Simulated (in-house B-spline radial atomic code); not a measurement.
# Nd⁹⁺: density, ELF and screening along the radius

Aim: the shell structure of Nd⁹⁺ in the radial density, the electron localisation function and the screened nuclear charge, under several settings.

Program: in-house B-spline radial atomic code version 1. Level of theory: several methods, spin-polarised, as named in each step; spherical all-electron atom at the radial basis limit. These are calculated values, not measurements, unless marked.

## 1. The atom as given

```
element       : neodymium (Z = 60)
charge        : +9
electrons     : 51
configuration : [Kr] 4d10 4f2 5s2 5p1
nucleus       : point (non-relativistic runs) or finite (X2C runs)
```

The outer shells:

[Kr] 4d10 4f2 5s2 5p1
```
[Kr] core
4d [↑↓][↑↓][↑↓][↑↓][↑↓]
4f [↑ ][↑ ][  ][  ][  ][  ][  ]
5s [↑↓]
5p [↑ ][  ][  ]
```

Where spins are not typed, each open shell is filled with up spins first.

## 2. LDA (VWN5), non-rel.

Input settings:

```ini
Z = 60
electrons = 51.0
configuration = [Kr] 4d10 4f2 5s2 5p1
hamiltonian = nr
method = lda,vwn
spin_polarised = True
```

The run is started by

```
$ python run_scf.py task.json out
```

One command runs all members of the session, one after another, from task.json.

## 3. PBE, non-rel.

Changes to the settings of step 2:

```diff
@@ -4,3 +4,3 @@
 hamiltonian = nr
-method = lda,vwn
+method = pbe,pbe
 spin_polarised = True
```

## 4. Hartree-Fock, non-rel.

Changes to the settings of step 3:

```diff
@@ -4,3 +4,3 @@
 hamiltonian = nr
-method = pbe,pbe
+method = hf
 spin_polarised = True
```

## 5. LDA (VWN5), X2C

Input settings:

```ini
Z = 60
electrons = 51.0
configuration = [Kr] 4d10 4f2 5s2 5p1
hamiltonian = x2c
method = lda,vwn
spin_polarised = True
nucleus = fermi
rms_radius = 4.9123
mass_number = 142
atomic_mass = 141.907728824
speed_of_light = 137.035999084
```

Q: How large is the system in each run, where do the shell borders lie, and what is the highest level?

As calculated:

| run | total energy (hartree) | highest level (eV) | radius holding 50 / 90 / 99 % (bohr) | radius at n = 0.001 (bohr) | ELF minima on the full grid (bohr) |
| --- | --- | --- | --- | --- | --- |
| LDA (VWN5), non-rel. | -9259.3263 | -135.21 | 0.325 / 0.972 / 1.81 | 2.64 | 0.037, 0.13, 0.43, 1.2 |
| PBE, non-rel. | -9265.5173 | -134.74 | 0.325 / 0.971 / 1.81 | 2.65 | 0.037, 0.13, 0.43, 1.2 |
| Hartree-Fock, non-rel. | -9263.3310 | -140.90 | 0.325 / 0.970 / 1.82 | 2.66 | 0.037, 0.13, 0.43, 1.2 |
| LDA (VWN5), X2C | -9594.6145 | -135.36 | 0.320 / 0.966 / 1.76 | 2.59 | 0.037, 0.12, 0.43, 1.2 |

In the first run ELF has 4 minima on the grid, which mark the borders between shells. On the record's full grid the screened charge (r times the electrostatic potential) falls from 59.9 near the nucleus to 9.00 at 5.0 bohr; far out it tends to the net charge, 9. The radius that holds 99 % of the electrons runs from 1.76 bohr (LDA (VWN5), X2C) to 1.82 bohr (Hartree-Fock, non-rel.). The grid is coarse (about 23 % a step), so the places of minima are rough. For X2C runs ELF uses the non-relativistic kinetic energy density, and the fields carry no picture-change correction.

Members of this set that are not shown: 5 used exact exchange with fractional occupations of an open shell, which is unsound here.
